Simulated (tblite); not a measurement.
# C3H9ClOSi3: the cost of one run

The runs use tblite 0.8.0 and PySCF 2.14.0, with density-fitted response routines of our own; the level of theory stands in each step. All values are computed, except where a source is named. Atoms are numbered from 0 throughout.

### Step 1. The molecule as given

17 atoms, charge 0, multiplicity 1; geometry from: force field or distance geometry start.

Bonds of the start (Å): C0–C1 1.29, C1–Si2 1.87, Si2–O3 1.72, O3–Si4 1.75, Si4–C5 1.85, Si4–Cl6 2.07, Si4–Si7 2.25, Si7–C1 1.88, C0–H8 1.09, C0–H9 1.10, Si2–H10 1.45, Si2–H11 1.46, C5–H12 1.09, C5–H13 1.13, C5–H14 1.13, Si7–H15 1.45, Si7–H16 1.46.

### Step 2. Relaxing the molecule with GFN2-xTB

The job: settings as JSON, then the geometry in Å.

```
{"job": {"kind": "relax", "xc": "GFN2-xTB", "basis": "xTB"}, "charge": 0, "multiplicity": 1}
C     -2.963200    -0.184500     0.091400
C     -1.688100    -0.329700     0.237700
Si    -0.559700    -1.639900    -0.466500
O      0.718500    -0.707500    -1.142900
Si     1.379300    -0.028100     0.322300
C      2.572100     1.344600    -0.012500
Cl     2.194600    -1.607900     1.392200
Si    -0.522400     0.730400     1.261600
H     -3.601800    -0.830000    -0.507300
H     -3.459600     0.654800     0.606300
H      0.001600    -2.380900     0.644600
H     -1.235400    -2.484600    -1.452100
H      3.132500     1.260900    -0.938700
H      3.301800     1.366100     0.845100
H      2.046000     2.345100     0.051600
H     -0.746000     2.149000     1.036100
H     -0.577100     0.354400     2.670700
```

Run with:

```bash
OMP_NUM_THREADS=1 python probes_run.py task.json out
```

The driver reads the jobs from task.json and runs them one after another.

Q: Estimate the wall time of this first job on 1 thread of Intel Xeon, shared host.

About 1.5 s.
